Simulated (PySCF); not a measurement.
# Ti2Se: structure of the septet

The task is one start of a wider search on Ti2Se: the septet, from a linear start. It is relaxed, tested by its Hessian and followed downhill if it is a saddle.

The runs use PySCF 2.14.0; B3LYP, basis Se def2-SVP, Ti def2-SVP, no relativity, density fitting.

### Step 1. Where the work starts

3 atoms, charge 0, spin multiplicity 7.

Bond lengths: Se1–Ti2 2.520 Å, Se1–Ti3 2.520 Å. Angles: Ti2–Se1–Ti3 180.0°.

```xyz
3
charge 0 multiplicity 7
Se    0.0000    0.0000    0.0000
Ti    0.0000    0.0000    2.5200
Ti    0.0000    0.0000   -2.5200
```

### Step 2. Relaxing the septet from the linear start

One driver script runs all steps and calls PySCF; scf.py shows how it sets up the SCF of each step. The optimiser is the driver's own. Before each start the driver seeks the lowest SCF state from one or more starting densities and follows internal instabilities, so scf.py alone need not reach the same state.

The program finds D∞h symmetry in the start, which this walk keeps. The walk stops when the largest gradient is under 0.0003 Eh/bohr and the energy has settled too.

scf.py reads:

```python
from pyscf import gto, scf, dft
mol = gto.M(atom='''
Se     0.000000     0.000000     0.000000
Ti     0.000000     0.000000     2.520000
Ti     0.000000     0.000000    -2.520000''',
    basis={'Se': 'def2-SVP', 'Ti': 'def2-SVP'},
    charge=0, spin=6)
mf = dft.UKS(mol, xc='B3LYP')
mf.grids.atom_grid = (50, 194)
aux = {'Se': 'def2-universal-JKFIT', 'Ti': 'def2-universal-JKFIT'}
mf = mf.density_fit(auxbasis=aux)
mf.kernel()
```

Energy and gradient, step by step:

```
step   energy (Eh)  change (kJ/mol)  largest symmetric gradient (Eh/bohr)
   0  -4099.934865             0.00                               0.01588
   1  -4099.936796            -5.07                               0.00960
   2  -4099.937729            -7.52                               0.00158
   3  -4099.937751            -7.58                               0.00014
   4  -4099.937751            -7.58                               0.00000
```

The walk took 20 s on 4 threads, shared host.

After 4 steps and 7.6 kJ/mol it ends at D∞h: Se–Ti 2.429 Å (×2); Ti–Se–Ti 180.0°.

### Step 3. Frequencies

The point is checked on the finer grid, and tightened if its gradient asks for it. The Hessian and the dipole derivatives come from central differences of analytic gradients, with steps of 0.01 bohr.

scf.py, as its differences from that of step 2:

```diff
@@ -3,3 +3,3 @@
-Se     0.000000     0.000000     0.000000
-Ti     0.000000     0.000000     2.520000
-Ti     0.000000     0.000000    -2.520000''',
+Se     0.000000     0.000000    -0.000000
+Ti     0.000000     0.000000     2.429221
+Ti    -0.000000    -0.000000    -2.429221''',
@@ -9 +9 @@
-mf.grids.atom_grid = (50, 194)
+mf.grids.atom_grid = (75, 302)
```

The driver hands on the density of the step before, so the log starts near convergence.

Log of the central SCF (cycles and frontier levels) (excerpt; [...] marks lines left out):

```text
[... the frontier levels of the middle cycles are left out ...]
init E= -4099.93771558894
[... the frontier-level lines of each cycle are left out ...]
cycle= 1 E= -4099.93771559013  delta_E= -1.19e-09  |g|= 1.96e-05  |ddm|= 8.59e-05
cycle= 2 E= -4099.93771559056  delta_E= -4.33e-10  |g|= 3.74e-05  |ddm|= 0.000111
cycle= 3 E= -4099.93771559193  delta_E= -1.37e-09  |g|= 1.1e-05  |ddm|= 6.41e-05
cycle= 4 E= -4099.93771559243  delta_E= -4.97e-10  |g|= 1.01e-05  |ddm|= 3.05e-05
cycle= 5 E= -4099.93771560073  delta_E= -8.31e-09  |g|= 8.64e-06  |ddm|= 0.000572
cycle= 6 E= -4099.93771560372  delta_E= -2.99e-09  |g|= 8.32e-06  |ddm|= 0.000224
cycle= 7 E= -4099.93771561675  delta_E= -1.3e-08  |g|= 7.01e-06  |ddm|= 0.00114
cycle= 8 E= -4099.93771561945  delta_E= -2.7e-09  |g|= 6.83e-06  |ddm|= 0.000272
cycle= 9 E= -4099.93771562216  delta_E= -2.71e-09  |g|= 6.73e-06  |ddm|= 0.000269
cycle= 10 E= -4099.93771562392  delta_E= -1.76e-09  |g|= 6.67e-06  |ddm|= 0.000171
cycle= 11 E= -4099.93771562479  delta_E= -8.66e-10  |g|= 6.66e-06  |ddm|= 7.77e-05
cycle= 12 E= -4099.93771562886  delta_E= -4.08e-09  |g|= 6.63e-06  |ddm|= 0.000371
cycle= 13 E= -4099.9377156334  delta_E= -4.54e-09  |g|= 6.61e-06  |ddm|= 0.000415
cycle= 14 E= -4099.93771565137  delta_E= -1.8e-08  |g|= 6.61e-06  |ddm|= 0.00166
[... 19 cycles left out ...]
cycle= 34 E= -4099.93771605505  delta_E= -2.23e-08  |g|= 3.63e-06  |ddm|= 0.00409
cycle= 35 E= -4099.93771608452  delta_E= -2.95e-08  |g|= 3.36e-06  |ddm|= 0.00621
cycle= 36 E= -4099.93771609001  delta_E= -5.49e-09  |g|= 3e-06  |ddm|= 0.00125
cycle= 37 E= -4099.93771611278  delta_E= -2.28e-08  |g|= 3.2e-06  |ddm|= 0.00578
cycle= 38 E= -4099.9377161258  delta_E= -1.3e-08  |g|= 3.85e-06  |ddm|= 0.00381
cycle= 39 E= -4099.93771614013  delta_E= -1.43e-08  |g|= 3.05e-06  |ddm|= 0.00483
cycle= 40 E= -4099.93771615163  delta_E= -1.15e-08  |g|= 2.18e-06  |ddm|= 0.00471
cycle= 41 E= -4099.93771616486  delta_E= -1.32e-08  |g|= 1.52e-06  |ddm|= 0.00741
cycle= 42 E= -4099.93771616934  delta_E= -4.48e-09  |g|= 1.21e-06  |ddm|= 0.00385
cycle= 43 E= -4099.93771617088  delta_E= -1.54e-09  |g|= 1.09e-06  |ddm|= 0.00182
cycle= 44 E= -4099.93771617172  delta_E= -8.41e-10  |g|= 9.76e-07  |ddm|= 0.00122
cycle= 45 E= -4099.93771617215  delta_E= -4.28e-10  |g|= 9.11e-07  |ddm|= 0.00072
cycle= 46 E= -4099.93771617246  delta_E= -3.16e-10  |g|= 1.12e-06  |ddm|= 0.000623
cycle= 47 E= -4099.93771617249  delta_E= -3.09e-11  |g|= 8.84e-07  |ddm|= 3.7e-05
Extra cycle  E= -4099.9377161725  delta_E= -9.09e-12  |g|= 8.72e-07  |ddm|= 6.25e-06
converged SCF energy = -4099.9377161725  <S^2> = 12.01155  2S+1 = 7.0032991
```

The whole step took 45 s.

Geometry: D∞h; Se–Ti 2.429 Å (×2); Ti–Se–Ti 180.0°.

Modes, for the most abundant isotopes:

| ω (cm⁻¹) | IR (km/mol) | μ (u) |
| --- | --- | --- |
| 54i | 5.3 | 61.33 |
| 54i | 5.3 | 61.33 |
| 245 | 0.0 | 47.95 |
| 344 | 127 | 61.33 |

2 modes are imaginary, the largest at 54i cm⁻¹: a saddle point, not a minimum.

Here the density breaks the symmetry of the frame, and no labels are given; pairs that should be degenerate can split.

Properties at this point:

- Dipole moment: 0.00 D
- Highest occupied level: -4.18 eV
- Lowest empty level: -2.09 eV
- Rotational constants: 0.02979 cm⁻¹
- Zero-point energy (real modes): 3.5 kJ/mol
- Principal polarisabilities: 99.8, 99.9, 240.2 bohr³
- Atomisation energy without zero-point energy: 517 kJ/mol
- Principal traceless quadrupole moments about the centre of mass: -10.32, -10.31, 20.63 D Å
- Spin squared ⟨S²⟩: 12.012

Charges (e) and bond orders:

```
 atom  Mulliken  Löwdin  polar tensor  spin (Mulliken)  Mayer order to Se1
  Se1     -0.59   -0.23         -1.12            -0.10                   –
Ti2,3      0.29    0.12          0.56             3.05                1.09
```

Outer orbital energies (eV). α occupied: -6.02, -6.02, -4.97, -4.96, -4.35, -4.35, -4.32, -4.18; empty: -1.70, -1.23, -1.23, -1.07. β occupied: -37.37, -37.37, -37.37, -37.37, -16.10, -7.18, -5.58, -5.58; empty: -2.09, -1.80, -0.42, -0.41.

Mulliken populations on Se1: s 7.82, p 16.75, d 10.02.

### Step 4. Leaving the saddle point

The start is the last point, displaced along its most imaginary mode.

The program finds C2v symmetry in the start, which this walk keeps. Threshold on the gradient: 0.0003 Eh/bohr, with a further test on the energy change.

scf.py, as its differences from that of step 3:

```diff
@@ -3,3 +3,3 @@
-Se     0.000000     0.000000    -0.000000
-Ti     0.000000     0.000000     2.429221
-Ti    -0.000000    -0.000000    -2.429221''',
+Se    -0.000000    -0.250000     0.000000
+Ti     0.000000     0.208342     2.429262
+Ti     0.000000     0.208342    -2.429262''',
@@ -9 +9 @@
-mf.grids.atom_grid = (75, 302)
+mf.grids.atom_grid = (50, 194)
```

Energy and gradient, step by step:

```
step   energy (Eh)  change (kJ/mol)  largest symmetric gradient (Eh/bohr)
   0  -4099.938659             0.00                               0.00741
   1  -4099.939192            -1.40                               0.00455
   2  -4099.940106            -3.80                               0.00476
   3  -4099.941286            -6.90                               0.00733
   4  -4099.943086           -11.62                               0.00681
   5  -4099.945236           -17.27                               0.00273
   6  -4099.945427           -17.77                               0.01726
   7  -4099.946730           -21.19                               0.00735
   8  -4099.947175           -22.36                               0.00680
   9  -4099.949716           -29.03                               0.00359
  10  -4099.950095           -30.03                               0.00094
  11  -4099.950088           -30.01                               0.00177
  12  -4099.950105           -30.05                               0.00003
```

The walk took 54 s.

End point (C2v, 12 steps, 30.1 kJ/mol gained): Se–Ti 2.458 Å (×2); Ti–Se–Ti 89.0°.

### Step 5. Hessian and properties

The same treatment as at the point before.

scf.py, as its differences from that of step 4:

```diff
@@ -3,3 +3,3 @@
-Se    -0.000000    -0.250000     0.000000
-Ti     0.000000     0.208342     2.429262
-Ti     0.000000     0.208342    -2.429262''',
+Se    -0.000000    -0.965882     0.000000
+Ti     0.000000     0.801834     1.706007
+Ti     0.000000     0.801834    -1.706007''',
@@ -9 +9 @@
-mf.grids.atom_grid = (50, 194)
+mf.grids.atom_grid = (75, 302)
```

SCF at the final geometry:

```text
init E= -4099.94988316666
[... the frontier-level lines of each cycle are left out ...]
cycle= 1 E= -4099.94988316661  delta_E= 4.46e-11  |g|= 8.8e-06  |ddm|= 1.98e-05
Extra cycle  E= -4099.94988316638  delta_E= 2.3e-10  |g|= 1.99e-05  |ddm|= 4.34e-05
converged SCF energy = -4099.94988316638  <S^2> = 12.019589  2S+1 = 7.0055947
```

The whole step took 59 s.

Geometry: C2v; Se–Ti 2.457 Å (×2); Ti–Se–Ti 88.0°.

Harmonic modes (main isotopes):

```tsv
symmetry	ω (cm⁻¹)	IR (km/mol)	μ (u)	type
a1	71	0.7	51.36	bend
b2	275	10.9	56.19	stretch
a1	295	10.4	56.53	stretch
```

No imaginary mode, so this is a minimum.

Properties at this point:

```yaml
Dipole_moment: 4.19 D
Highest_occupied_level: -3.86 eV
Lowest_empty_level: -2.50 eV
Rotational_constants: 0.1238, 0.0604, 0.04059 cm⁻¹
Zero-point_energy: 3.8 kJ/mol
Principal_polarisabilities: 95.4, 113.4, 242.6 bohr³
Atomisation_energy_without_zero-point_energy: 549 kJ/mol
Principal_traceless_quadrupole_moments_about_the_centre_of_mass: -5.58, -3.56, 9.14 D Å
Entropy_at_298.15_K_and_1_bar_electronic_part_spin_only: 331.0 J/(mol K)
Heat_capacity_Cp_at_298.15_K: 55.7 J/(mol K)
Enthalpy_at_298.15_K_above_0_K: 14.30 kJ/mol
Rotational_symmetry_number: 2
Spin_squared_⟨S²⟩: 12.020
```

Populations by atom (charges in e):

```csv
atom,Mulliken,Löwdin,polar tensor,spin (Mulliken),Mayer order to Se1
Se1,-0.50,-0.21,-0.62,-0.13,–
"Ti2,3",0.25,0.10,0.31,3.06,1.12
```

Outer orbital energies (eV). α occupied: -6.89, -6.06, -4.88, -4.86, -4.82, -4.66, -4.45, -3.86; empty: -1.55, -1.44, -1.16, -1.05. β occupied: -37.40, -37.40, -37.21, -37.19, -16.33, -6.62, -6.48, -5.83; empty: -2.50, -1.68, -0.58, -0.23.

Mulliken populations on Se1: s 7.87, p 16.59, d 10.03.

### Step 6. The points found, side by side

| spin | group | bonds | imaginary modes (cm⁻¹) | ΔE (kJ/mol) | with zero-point energy |
| --- | --- | --- | --- | --- | --- |
| septet | C2v | Se–Ti 2.457 Å (×2) | none | 0.0 | 0.0 |
| septet | D∞h (density of lower symmetry) | Se–Ti 2.429 Å (×2) | 54i, 54i | 31.9 | – |

### Step 7. Outcome

| quantity | value |
| --- | --- |
| minimum | septet, C2v |
| geometry | Se–Ti 2.457 Å (×2); Ti–Se–Ti 88.0° |
| wavenumbers (cm⁻¹) | 71 (a1), 275 (b2), 295 (a1) |
| dipole moment | 4.19 D |
| highest occupied, lowest empty level (either spin) | -3.86, -2.50 eV |
| polar-tensor charge of Se1 | -0.62 e |
| zero-point energy | 3.8 kJ/mol |
| entropy at 298.15 K | 331.0 J/(mol K) |
| atomisation energy (no zero-point energy) | 549 kJ/mol |
| ⟨S²⟩ | 12.020 |

The linear start (D∞h) ends in a minimum of C2v symmetry, after a stop at a second-order saddle point 31.9 kJ/mol higher, from which it was pushed off along an imaginary mode. In the infrared the band at 275 cm⁻¹ (b2, stretch) leads. Only this shape and spin were tried, so other structures or states may lie lower. The soft modes, below some 90 cm⁻¹, carry numerical noise of tens of cm⁻¹, and the entropy with them. One determinant may miss the lowest occupation of an open d or f shell.

The search up to here took 3.8 min on 4 threads, shared host.
